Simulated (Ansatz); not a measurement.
# Platinum, omega (AlB2-type) under PBEsol: structure, energy and stiffness

The plan for platinum in the omega (AlB2-type) structure: relax it, solve it on a dense k-mesh, then scale the cell to 7 volumes from 88 to 112 % of the relaxed one and try a fit of the equation of state. Spin polarisation is left out. The k-meshes are 8×8×12 for the relaxation; 11×11×15 for the dense run; 9×9×13 for the volumes.

Method: DFT PBEsol, plane waves (420 eV) with PAW, scalar-relativistic; PAW files made under PBE, frozen cores solved again for the functional, in Ansatz 0.2.0.

## Step 1: The starting structure

It takes space group P6/mmm (No. 191, hexagonal). The conventional cell has a = 4.402 Å, b = 4.402 Å, c = 2.698 Å, α = 90.00°, β = 90.00°, γ = 120.00°. Pt (site symmetry 6/mmm) has 14 Pt at 2.70 to 2.88 Å as nearest neighbours. Pt (site symmetry -6m2) has 11 Pt at 2.54 to 2.88 Å as nearest neighbours.

As a file:

```cif
data_structure
_symmetry_space_group_name_H-M 'P 1'
_symmetry_Int_Tables_number 1
_cell_length_a 4.4020
_cell_length_b 4.4020
_cell_length_c 2.6984
_cell_angle_alpha 90.000
_cell_angle_beta 90.000
_cell_angle_gamma 120.000
_cell_volume 45.28
loop_
_atom_site_label
_atom_site_type_symbol
_atom_site_fract_x
_atom_site_fract_y
_atom_site_fract_z
_atom_site_occupancy
Pt1 Pt 0.00000 0.00000 0.00000 1
Pt2 Pt 0.33333 0.66667 0.50000 1
Pt3 Pt 0.66667 0.33333 0.50000 1
```

## Step 2: Relaxation of the cell

input.yaml reads:

```yaml
crystal:
  lattice:
    - [4.4020276304, 0.0, 0.0]
    - [-2.2010138152, 3.8122677561, 0.0]
    - [0.0, 0.0, 2.6984429374]
  atoms:
    - { symbol: Pt, position: [0.0, 0.0, 0.0] }
    - { symbol: Pt, position: [0.3333333333, 0.6666666667, 0.5] }
    - { symbol: Pt, position: [0.6666666667, 0.3333333333, 0.5] }
hamiltonian:
  xc: pbesol
  pseudopotentials:
    kind: paw
    azcp:
      Pt: "pseudopotentials/Pt.paw.azcp"
basis:
  ecutwfc: 420
  fft_grid_basis: typed
kpoints:
  mp_grid: { grid: [8, 8, 12], shift: [0, 0, 0] }
magnetization:
  spin_polarized: false
scf:
  occupations: { method: fermi_dirac, width: 0.1 }
relax:
  max_steps: 60
  f_tol: 0.01
  cell: {}
```

After this run come: Single point on a dense mesh; Equation of state: 88 %; Equation of state: 92 %; Equation of state: 96 %; Equation of state: 100 %; Equation of state: 104 %; Equation of state: 108 %; Equation of state: 112 %.

Q: Predict the outcome of this session. Wanted: space group; conventional cell; volume; shortest distance; gap on the mesh; relative to fcc; V₀, B₀, B₀′.

**Answer**, as computed:

```
                      quantity                                   value
space group (spins left aside)                        P6/mmm (No. 191)
             conventional cell  a = 4.473 Å, c = 2.667 Å (c/a = 0.596)
                        volume                          15.405 Å³/atom
             shortest distance                                 2.583 Å
               gap on the mesh            none (levels filled in part)
               relative to fcc                           +163 meV/atom
                   V₀, B₀, B₀′            15.392 Å³/atom, 272 GPa, 5.3
```

In words: From the guessed start the volume grew by 2.1 % in 6 steps. Against the reference form of platinum (fcc, computed apart with the same settings) it stands 163 meV/atom higher, so it is far from stable. Levels at the Fermi energy are filled in part, as in a metal. The fitted modulus is 272 GPa; letting shape and positions relax at each volume could only lower it. Relaxation kept the symmetry; phonons were not checked.
